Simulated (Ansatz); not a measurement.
# CoGe (zincblende type): a single-point run

The task is a single-point run on CoGe (zincblende type). The structure is shown as the input types it.

Method: DFT, LDA, all-electron LAPW, scalar-relativistic, in Ansatz 0.2.0.

1 further run of the same task is left out (it didn't finish).

### 1 The starting structure

Symmetry: F-43m, No. 216, cubic system. Conventional cell: a = 4.862 Å, b = 4.862 Å, c = 4.862 Å, α = 90.00°, β = 90.00°, γ = 90.00°. Co (site symmetry -43m) has 4 Ge at 2.11 Å as nearest neighbours. Ge (site symmetry -43m) has 4 Co at 2.11 Å as nearest neighbours.

Structure file:

```cif
data_structure
_symmetry_space_group_name_H-M 'P 1'
_symmetry_Int_Tables_number 1
_cell_length_a 3.4380
_cell_length_b 3.4380
_cell_length_c 3.4380
_cell_angle_alpha 60.000
_cell_angle_beta 60.000
_cell_angle_gamma 60.000
_cell_volume 28.73
loop_
_atom_site_label
_atom_site_type_symbol
_atom_site_fract_x
_atom_site_fract_y
_atom_site_fract_z
_atom_site_occupancy
Co1 Co 0.00000 0.00000 0.00000 1
Ge1 Ge 0.25000 0.25000 0.25000 1
```

### 2 Running it

Contents of input.yaml:

```yaml
crystal:
  lattice:
    - [0.0, 2.4310306153, 2.4310306153]
    - [2.4310306153, 0.0, 2.4310306153]
    - [2.4310306153, 2.4310306153, 0.0]
  atoms:
    - { symbol: Co, position: [0.0, 0.0, 0.0], spin: 1.7 }
    - { symbol: Ge, position: [0.25, 0.25, 0.25] }
magnetization:
  spin_polarized: true
kpoints:
  mp_grid: { grid: [1, 1, 1] }
scf:
  occupations: { method: fermi_dirac, width: 0.05 }
  max_iter: 75
hamiltonian:
  xc: lda
  pseudopotentials: { kind: all_electron, lapw: { basis_error: 0.001 } }
output:
  forces: true
  stress: true
  eigenvalues: true
  populations: true
```

On the command line:

```sh
$ ansatz run input.yaml --threads 1 --pin off --max-ram 3072MiB --backend cpu --events-out ev --progress --plain --runs-dir out
```

What happens when this is run?

The program finished normally, with warnings (stability check not made). It gives a pressure of 39 GPa, which is large; a structure far from rest gives such values too, whatever the setting.

In the input, kpoints.mp_grid.grid is [1, 1, 1]. The zone is sampled at a single point, which suits only large cells or molecules.

Run again and compare: set kpoints.mp_grid.grid to [13, 13, 13].
